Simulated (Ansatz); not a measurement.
# CH₇AlBGaGe: taking an electron away

The task here is to estimate one member of a computed series from the others.

Program: Ansatz 0.2.0, Gaussian basis. Level of theory: unrestricted cation, the program's frozen cores in correlated methods. These are calculated values, not measurements.

The runs, in order: UKS PBE-D4/def2-TZVPP; UKS r2SCAN-D4/def2-TZVPP; UKS PBE0-D4/def2-TZVPP; UKS B3LYP-D4/def2-TZVPP; UKS wB97X-V/def2-TZVPP; UKS wB97M-V/def2-TZVPP; UKS B2PLYP/def2-TZVPP; UHF-CCSD(T)/def2-TZVPP; UHF-MP2/def2-QZVPP; extrapolation to the limit; then −ε(HOMO) from the neutral's earlier runs with LDA (SPW92), PBE-D4, revPBE-D4, BLYP-D4, r2SCAN-D4, B97M-V, PBE0-D4, B3LYP-D4, r2SCANh-D4, r2SCAN0-D4, HSE06-D4, BHLYP-D4, CAM-B3LYP-D4, LC-ωPBE, ωB97X-V, ωB97M-V.

**Structure used throughout**

An earlier PBE0-D4 in a triple-zeta def2 set relaxation fixed the geometry.

SMILES `[GeH3][Ga]1[BH][CH2][AlH]1`, 12 atoms, charge 0, spin multiplicity 1.

Atoms are counted from 1 here; the program's logs count them from 0.

Bond lengths: Ge1–Ga2 2.428 Å, Ge1–H6 1.541 Å, Ge1–H7 1.540 Å, Ge1–H8 1.540 Å, Ga2–B3 2.106 Å, Ga2–Al5 2.499 Å, B3–C4 1.491 Å, B3–H9 1.197 Å, C4–Al5 2.042 Å, C4–H10 1.126 Å, C4–H11 1.087 Å, Al5–H12 1.591 Å. Angles: Ga2–Ge1–H6 109.8°, Ga2–Ge1–H7 110.1°, Ga2–Ge1–H8 113.7°, H6–Ge1–H7 107.4°, H6–Ge1–H8 107.8°, H7–Ge1–H8 107.8°, Ge1–Ga2–B3 149.2°, Ge1–Ga2–Al5 145.4°, B3–Ga2–Al5 64.9°, Ga2–B3–C4 107.4°, Ga2–B3–H9 128.1°, C4–B3–H9 121.6°, B3–C4–Al5 88.2°, B3–C4–H10 119.0°, B3–C4–H11 125.8°, Al5–C4–H10 74.5°, Al5–C4–H11 127.9°, H10–C4–H11 109.9° and more.

The first run:

Input file in.yaml:

```yaml
crystal:
  periodic: [false, false, false]
  atoms:
    - {symbol: Ge, position_ang: [-2.976916, -0.219922, -0.170269]}
    - {symbol: Ga, position_ang: [-0.598522, 0.122832, 0.178100]}
    - {symbol: B, position_ang: [1.199264, -0.476775, 1.095829]}
    - {symbol: C, position_ang: [2.262546, -0.453192, 0.050236]}
    - {symbol: Al, position_ang: [1.453386, 1.288080, -0.644233]}
    - {symbol: H, position_ang: [-3.737493, 1.093909, 0.093481]}
    - {symbol: H, position_ang: [-3.245933, -0.623703, -1.631995]}
    - {symbol: H, position_ang: [-3.584385, -1.305269, 0.737794]}
    - {symbol: H, position_ang: [1.466586, -0.482177, 2.262998]}
    - {symbol: H, position_ang: [1.980450, -0.658858, -1.020408]}
    - {symbol: H, position_ang: [3.312546, -0.685714, 0.206592]}
    - {symbol: H, position_ang: [2.468472, 2.400790, -1.158116]}
basis:
  gaussian: {orbitals: def2-TZVPP}
total_charge: 1
magnetization: {spin_polarized: true, initial_magnetization: 1}
hamiltonian: {xc: pbe, dispersion: d4}
```

The run is started by

```sh
$ ansatz run in.yaml --threads 2 --pin off --events-out ev --progress --plain --max-ram 22528MiB --backend cuda --devices 0, --max-vram 18GiB
```

Steps of the session up to this table: Cation, UKS PBE-D4/def2-TZVPP; Cation, UKS r2SCAN-D4/def2-TZVPP; Cation, UKS PBE0-D4/def2-TZVPP; Cation, UKS B3LYP-D4/def2-TZVPP; Cation, UKS wB97X-V/def2-TZVPP; Cation, UKS wB97M-V/def2-TZVPP; Cation, UKS B2PLYP (frozen core)/def2-TZVPP; Cation, UHF-CCSD(T)/def2-TZVPP; Cation, UHF-MP2/def2-QZVPP.

One table of the session follows, with a row left open; its other results are not shown here.

It belongs to the step «Ionisation energies side by side». Orbital estimates, from the neutral's runs:

| functional | −ε(HOMO) (eV) |
| --- | --- |
| LDA (SPW92) | 4.97 |
| PBE-D4 | ? |
| revPBE-D4 | 4.80 |
| BLYP-D4 | 4.70 |
| r2SCAN-D4 | 5.03 |
| B97M-V | 5.04 |
| PBE0-D4 | 5.72 |
| B3LYP-D4 | 5.54 |
| r2SCANh-D4 | 5.35 |
| r2SCAN0-D4 | 5.83 |
| HSE06-D4 | 5.34 |
| BHLYP-D4 | 6.46 |
| CAM-B3LYP-D4 | 6.83 |
| LC-ωPBE | 8.01 |
| ωB97X-V | 7.74 |
| ωB97M-V | 7.57 |

**Question.** Estimate the row for PBE-D4.

As computed: −ε(HOMO) (eV): 4.85. In the column «−ε(HOMO) (eV)» it lies between revPBE-D4 (4.80) and LDA (SPW92) (4.97).
